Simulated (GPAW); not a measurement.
# BiTe (R-3m) in GPAW: reference runs

Aim: a first look at BiTe with PBE, on the cell as given and on a disturbed one.

Everything below comes from runs of GPAW 26.7.0. Logs are shortened: lines on timing, memory, paths and dates and some standing lists are left out, and cuts for length are marked. The log counts tension as positive stress, the text compression.

## 1. Starting point

The structure is trigonal, space group R-3m (No. 166). Conventional cell: a = 4.845 Å, b = 4.845 Å, c = 9.952 Å, α = 90.00°, β = 90.00°, γ = 120.00°. Bi (site symmetry -3m) has 6 Te at 3.25 Å as nearest neighbours. Te (site symmetry -3m) is surrounded by 6 Bi at 3.25 Å.

The cell comes from a database or a generator and needn't be the stable form of this composition.

## 2. Single point, PBE

run.py

```python
from ase import Atoms
from ase.dft.bandgap import bandgap
from ase.io import write
from ase.units import Bohr, GPa
from gpaw import GPAW, PW
from gpaw.elf import elf_from_dft_calculation

atoms = Atoms(['Bi', 'Te'],
              cell=[[2.4227077728, 1.3987509848, 3.3172919545],
                    [-2.4227077728, 1.3987509848, 3.3172919545],
                    [0.0, -2.7975019696, 3.3172919545]],
              scaled_positions=[[0.5, 0.5, 0.5],
                                [0.0, 0.0, 0.0]],
              pbc=True)

calc = GPAW(mode=PW(600),
            xc='PBE',
            kpts={'size': (7, 7, 7), 'gamma': True},
            occupations={'name': 'fermi-dirac', 'width': 0.05},
            nbands=20,
            convergence={'density': 1e-05, 'energy': 1e-05},
            maxiter=150,
            txt='gpaw.txt')
atoms.calc = calc
energy = atoms.get_potential_energy()
forces = atoms.get_forces()
stress = atoms.get_stress()
calc.write('gs.gpw')
write('result.traj', atoms)
print(f'Energy: {energy:.6f} eV')
print('Forces (eV/A):')
print(forces.round(4))
print('Stress (GPa):', (stress / GPa).round(3))
print('Fermi level:', round(calc.get_fermi_level(), 4), 'eV')
print(f'Gap: {bandgap(calc)[0]:.4f} eV, direct: {bandgap(calc, direct=True)[0]:.4f} eV')

# fields on the real-space grid
write('density.cube', atoms, data=calc.get_pseudo_density() * Bohr**3)
write('potential.cube', atoms, data=calc.get_electrostatic_potential())
write('elf.cube', atoms, data=elf_from_dft_calculation(calc).data)
```

Potentials or basis: GPAW PAW data sets (gpaw-data 1.2.1), pw.

The run is started by

```bash
> OMP_NUM_THREADS=1 python run.py
```

gpaw.txt:

```text
__  _  _
 | _ |_)|_||  |
 |__||  | ||/\| - 26.7.0

Input parameters:
  mode=PW(ecut=600.0),
  convergence={'density': 1e-05, 'energy': 1e-05},
  kpts=MonkhorstPack(size=(7, 7, 7), gamma=True),
  maxiter=150,
  nbands=20,
  occupations=Occupations(name='fermi-dirac', width=0.05),
  xc=XC(name='PBE')

Diagonalizing LCAO Hamiltonian
Converting LCAO to pw mode

       Bi

       Te

Atoms  # Å, Bohr magnetons
|   | symbol |        x |        y |        z |    initial magnetic moments |
|---|--------|----------|----------|----------|-----------------------------|
| 0 |     Bi | 0.000000 | 0.000000 | 4.975938 | ( 0.0000,  0.0000,  0.0000) |
| 1 |     Te | 0.000000 | 0.000000 | 0.000000 | ( 0.0000,  0.0000,  0.0000) |

Unit cell  # Å
| periodic |         x |         y |        z |  lengths |    angles |
|----------|-----------|-----------|----------|----------|-----------|
|      yes |  2.422708 |  1.398751 | 3.317292 | 4.339406 | 67.877182 |
|      yes | -2.422708 |  1.398751 | 3.317292 | 4.339406 | 67.877182 |
|      yes |  0.000000 | -2.797502 | 3.317292 | 4.339406 | 67.877182 |

Number of symmetries: 12
Symmetry operations  # r_c * U_cc + t_c -> r_c
|    | kind |            matrix            |
|----|------|------------------------------|
|  0 |  E   |  1, 0, 0,  0, 1, 0,  0, 0, 1 |
|  1 |  σ   |  1, 0, 0,  0, 0, 1,  0, 1, 0 |
|  2 |  σ   |  0, 1, 0,  1, 0, 0,  0, 0, 1 |
|  3 |  C3  |  0, 1, 0,  0, 0, 1,  1, 0, 0 |
|  4 |  C3  |  0, 0, 1,  1, 0, 0,  0, 1, 0 |
|  5 |  σ   |  0, 0, 1,  0, 1, 0,  1, 0, 0 |
|  6 |  C2  |  0, 0,-1,  0,-1, 0, -1, 0, 0 |
|  7 |  S6  |  0, 0,-1, -1, 0, 0,  0,-1, 0 |
|  8 |  S6  |  0,-1, 0,  0, 0,-1, -1, 0, 0 |
|  9 |  C2  |  0,-1, 0, -1, 0, 0,  0, 0,-1 |
| 10 |  C2  | -1, 0, 0,  0, 0,-1,  0,-1, 0 |
| 11 |  i   | -1, 0, 0,  0,-1, 0,  0, 0,-1 |

BZ-sampling:
  Number of BZ points: 343
  Number of IBZ points: 44

  Monkhorst-Pack size: [7, 7, 7]
  Monkhorst-Pack shift: [0, 0, 0]

K-points  # in reciprocal-cell coordinates
|     |                                coordinates |     weight |
|-----|--------------------------------------------|------------|
|   0 | (  0.00000000,   0.00000000,   0.00000000) | 0.00291545 |
|   1 | (  0.14285714,   0.00000000,  -0.14285714) | 0.01749271 |
|   2 | (  0.14285714,   0.00000000,   0.00000000) | 0.01749271 |
|   3 | (  0.14285714,   0.14285714,  -0.14285714) | 0.01749271 |
|   4 | (  0.14285714,   0.14285714,   0.00000000) | 0.01749271 |
|   5 | (  0.14285714,   0.14285714,   0.14285714) | 0.00583090 |
|   6 | (  0.28571429,  -0.14285714,  -0.14285714) | 0.01749271 |
|   7 | (  0.28571429,   0.00000000,  -0.28571429) | 0.01749271 |
|   8 | (  0.28571429,   0.00000000,  -0.14285714) | 0.03498542 |
|   9 | (  0.28571429,   0.00000000,   0.00000000) | 0.01749271 |
| ... |                                            |            |
|  43 | (  0.42857143,   0.42857143,   0.42857143) | 0.00583090 |

Plane wave coefficients: 2263
Cutoff: 600.0 eV

Spin-components: 1 (collinear spins)
Bands:           20
Projectors:      11
Spin-degeneracy: 2
Datatype:        complex128

Parallelization:
  kpt:    1
  domain: 1
  band:   1

Density:
  Valence electrons: 21.0
  Components: 1
  Grid points: [25 25 25]
  Charge: 0.0  # |e|

Potential:
  Grid points: [25 25 25]

species:
  Bi:
    name:    Bismuth
    Z:       83.0
    valence: 15
    core:    68
    charge:  0.0  # [|e|]
    compensation charges:
      type: gauss
      rc: 0.38  # [Å]
      lmax: 2
    cutoffs:
      filter: 2.23  # [Å]
      core: 2.33  # [Å]
    projectors
    | kind |    occ | energy [eV] | rcut [Å] |
    |------|--------|-------------|----------|
    |   6s |  2.000 |     -14.385 |    1.286 |
    |   6p |  3.000 |      -4.580 |    1.275 |
    |   5d | 10.000 |     -27.119 |    1.349 |
    |    s |        |      12.827 |    1.286 |
    |    p |        |      22.631 |    1.275 |
    |    d |        |       0.093 |    1.349 |

    Using partial waves for Bi as LCAO basis

  Te:
    name:    Tellurium
    Z:       52.0
    valence: 6
    core:    46
    charge:  0.0  # [|e|]
    compensation charges:
      type: gauss
      rc: 0.36  # [Å]
      lmax: 2
    cutoffs:
      filter: 2.09  # [Å]
      core: 3.17  # [Å]
    projectors
    | kind |    occ | energy [eV] | rcut [Å] |
    |------|--------|-------------|----------|
    |   5s |  2.000 |     -15.089 |    1.180 |
    |   5p |  4.000 |      -5.955 |    1.196 |
    |    s |        |      12.123 |    1.180 |
    |    p |        |      21.256 |    1.196 |
    |    d |        |       0.000 |    1.238 |

    Using partial waves for Te as LCAO basis

Reference energy: -769639.066386  # eV

eigensolver:
  PPCG
  Converge bands: occupied
  niter=2

density mixing:
  MSR1-Mixer
  Pratt-step length: 0.05
  Maximum mixing coefficient: 0.75
  Old densities: 10
  SVD Regularization: 0.005
  Good broyden scale: 1.0
  Trust region scale: 1.0
  Backstep threshold: 4.0
  History deletion threshold: 6.0
  Fourier metric: weight=20.0, sigma=0.015

occupation numbers:
  Fermi-Dirac:
    width: 0.0500  # eV

poisson solver:
  ecut: 4800.0  # eV

xc functional:
  name: PBE with 2 nearest neighbor stencil

convergence criteria:
- Maximum integral of absolute [dens]ity change: 1e-05 electrons / valence electron
- Maximum [total energy] change in last 3 cyles: 1e-05 eV / valence electron
- Maximum integral of absolute [eigenst]ate change: 4e-08 eV^2 / valence electron
maximum number of iterations: 150

SCF iterations
|iter     | |      energy | eigst |  dens |
|---------|-|-------------|-------|-------|
|iter:   1| |   -8.036503 | -0.42 |       |
|iter:   2| |   -8.031879 | -2.53 | -1.52 |
|iter:   3| |   -8.011835 | -3.07 | -1.56 |
|iter:   4| |   -8.014623 | -3.53 | -2.01 |
|iter:   5| |   -8.015257 | -4.12 | -2.36 |
|iter:   6| |   -8.015293 | -5.38 | -3.18 |
|iter:   7| |   -8.015296c| -6.41 | -3.87 |
|iter:   8| |   -8.015297c| -7.25 | -4.60 |
|iter:   9| |   -8.015297c| -8.08c| -5.14c|

Converged in 9 steps
Energy contributions relative to reference atoms: (reference = -769639.066386)

Energy contributions:
  Kinetic:          21.562828
  Coulomb:         -20.744696
  Zero:             -1.347883
  External:          0.000000
  Xc:               -7.479457
  Entropy:          -0.012179
  Spinorbit:         0.000000
  ----------------------------
  Free energy:      -8.021386
  Extrapolated:     -8.015297

dipole moment: (-0.000000, -0.000000, -42.506526)  # |e|*Ang

Fermi level: 6.437
Eigenvalues  # (at kpt = [0.000, 0.000, 0.000])
| band index |      eig [eV] | occ [0-2] |
|------------|---------------|-----------|
|          0 |       -16.993 |     2.000 |
|        ... |               |           |
|          2 |       -16.976 |     2.000 |
|          3 |       -16.976 |     2.000 |
|          4 |       -16.958 |     2.000 |
|          5 |        -6.990 |     2.000 |
|          6 |        -1.735 |     2.000 |
|          7 |         3.510 |     2.000 |
[... 8 lines left out ...]
|         16 |        13.115 |     0.000 |
|         17 |        13.359 |     0.000 |
|        ... |               |           |
|         19 |        13.476 |     0.000 |

No gap
No difference between direct/indirect transitions

Forces  # eV/Ang
|       x |       y |        z |
|---------|---------|----------|
| 0.00000 | 0.00000 | -0.00000 |  # Bi   0
| 0.00000 | 0.00000 |  0.00000 |  # Te   1

Stress tensor  # eV/Ang^3
|        x |        y |        z |
|----------|----------|----------|
| 0.000273 | 0.000000 | 0.000000 |
| 0.000000 | 0.000273 | 0.000000 |
| 0.000000 | 0.000000 | 0.000497 |

# Writing to gs.gpw (mode='')
```

stdout:

```text
Energy: -8.015297 eV
Forces (eV/A):
[[ 0.  0. -0.]
 [ 0.  0.  0.]]
Stress (GPa): [0.044 0.044 0.08  0.    0.    0.   ]
Fermi level: 6.4375 eV
Gap: 0.0000 eV, direct: 0.0000 eV
```

Wall time 26 s (1 thread of Arm Neoverse V2, shared host); peak memory 0.2 GiB.

What came out:

```
Free energy            : -8.0214 eV
Pressure               : -0.1 GPa
Band gap on the k mesh : none (metal or under the smearing width)
```

Caveat: spin-orbit coupling is left out, which moves the levels of the heavy elements.

## 3. Single point, PBE (atoms moved at random, drawn with an rms of 0.05 Å)

Changes to run.py since step 2:

```diff
@@ -3,5 +3,4 @@
 from ase.io import write
-from ase.units import Bohr, GPa
+from ase.units import GPa
 from gpaw import GPAW, PW
-from gpaw.elf import elf_from_dft_calculation
 
@@ -11,4 +10,4 @@
                     [0.0, -2.7975019696, 3.3172919545]],
-              scaled_positions=[[0.5, 0.5, 0.5],
-                                [0.0, 0.0, 0.0]],
+              scaled_positions=[[0.504488, 0.499858, 0.497606],
+                                [-0.005495, 0.00737, 0.004728]],
               pbc=True)
@@ -35,6 +34 @@
 print(f'Gap: {bandgap(calc)[0]:.4f} eV, direct: {bandgap(calc, direct=True)[0]:.4f} eV')
-
-# fields on the real-space grid
-write('density.cube', atoms, data=calc.get_pseudo_density() * Bohr**3)
-write('potential.cube', atoms, data=calc.get_electrostatic_potential())
-write('elf.cube', atoms, data=elf_from_dft_calculation(calc).data)
```

Potentials or basis: GPAW PAW data sets (gpaw-data 1.2.1), pw.

The run is started by

```bash
> OMP_NUM_THREADS=1 python run.py
```

gpaw.txt:

```text
__  _  _
 | _ |_)|_||  |
 |__||  | ||/\| - 26.7.0

Input parameters:
  mode=PW(ecut=600.0),
  convergence={'density': 1e-05, 'energy': 1e-05},
  kpts=MonkhorstPack(size=(7, 7, 7), gamma=True),
  maxiter=150,
  nbands=20,
  occupations=Occupations(name='fermi-dirac', width=0.05),
  xc=XC(name='PBE')

Diagonalizing LCAO Hamiltonian
Converting LCAO to pw mode

       Bi

       Te

Atoms  # Å, Bohr magnetons
|   | symbol |         x |         y |        z |    initial magnetic moments |
|---|--------|-----------|-----------|----------|-----------------------------|
| 0 |     Bi |  0.011217 |  0.012776 | 4.982413 | ( 0.0000,  0.0000,  0.0000) |
| 1 |     Te | -0.031168 | -0.010604 | 0.021904 | ( 0.0000,  0.0000,  0.0000) |

Unit cell  # Å
| periodic |         x |         y |        z |  lengths |    angles |
|----------|-----------|-----------|----------|----------|-----------|
|      yes |  2.422708 |  1.398751 | 3.317292 | 4.339406 | 67.877182 |
|      yes | -2.422708 |  1.398751 | 3.317292 | 4.339406 | 67.877182 |
[... 154 lines left out ...]

Energy contributions:
  Kinetic:          21.650633
  Coulomb:         -20.820109
  Zero:             -1.347836
  External:          0.000000
  Xc:               -7.489710
  Entropy:          -0.012073
  Spinorbit:         0.000000
  ----------------------------
  Free energy:      -8.019096
  Extrapolated:     -8.013059

dipole moment: (20.118119, 11.765632, -13.739919)  # |e|*Ang

Fermi level: 6.442
Eigenvalues  # (at kpt = [0.000, 0.000, 0.000])
| band index |      eig [eV] | occ [0-2] |
|------------|---------------|-----------|
|          0 |       -16.991 |     2.000 |
|        ... |               |           |
|          2 |       -16.974 |     2.000 |
|          3 |       -16.974 |     2.000 |
|          4 |       -16.956 |     2.000 |
|          5 |        -6.993 |     2.000 |
|          6 |        -1.733 |     2.000 |
|          7 |         3.509 |     2.000 |
[... 8 lines left out ...]
|         16 |        13.117 |     0.000 |
|         17 |        13.351 |     0.000 |
|        ... |               |           |
|         19 |        13.488 |     0.000 |

No gap
No difference between direct/indirect transitions

Forces  # eV/Ang
|        x |        y |        z |
|----------|----------|----------|
| -0.08009 | -0.04421 |  0.01305 |  # Bi   0
|  0.08008 |  0.04420 | -0.01305 |  # Te   1

Stress tensor  # eV/Ang^3
|         x |         y |        z |
|-----------|-----------|----------|
| -0.000153 | -0.000103 | 0.000103 |
| -0.000103 | -0.000038 | 0.000062 |
|  0.000103 |  0.000062 | 0.000390 |

# Writing to gs.gpw (mode='')
```

It took 92 s on 1 thread of Arm Neoverse V2, shared host; peak memory 0.35 GiB.

What came out:

```
Free energy            : -8.0191 eV
Pressure               : 0.0 GPa
Largest force          : 0.092 eV/Å
Band gap on the k mesh : none (metal or under the smearing width)
```

Forces in eV/Å, atoms in the order of the input:
```
Bi  -0.080 -0.044  0.013
Te   0.080  0.044 -0.013
```

Levels at points of the mesh, in eV from the Fermi level:
| k point | band 6 | band 7 | band 8 | band 9 | band 10 | band 11 | band 12 | band 13 | band 14 | band 15 |
| --- | --- | --- | --- | --- | --- | --- | --- | --- | --- | --- |
| (0.00, 0.00, 0.00) | -13.43 | -8.18 | -2.93 | -2.93 | -1.63 | 1.86 | 2.47 | 2.48 | 4.08 | 4.08 |

Caveat: spin-orbit coupling is left out, which moves the levels of the heavy elements.
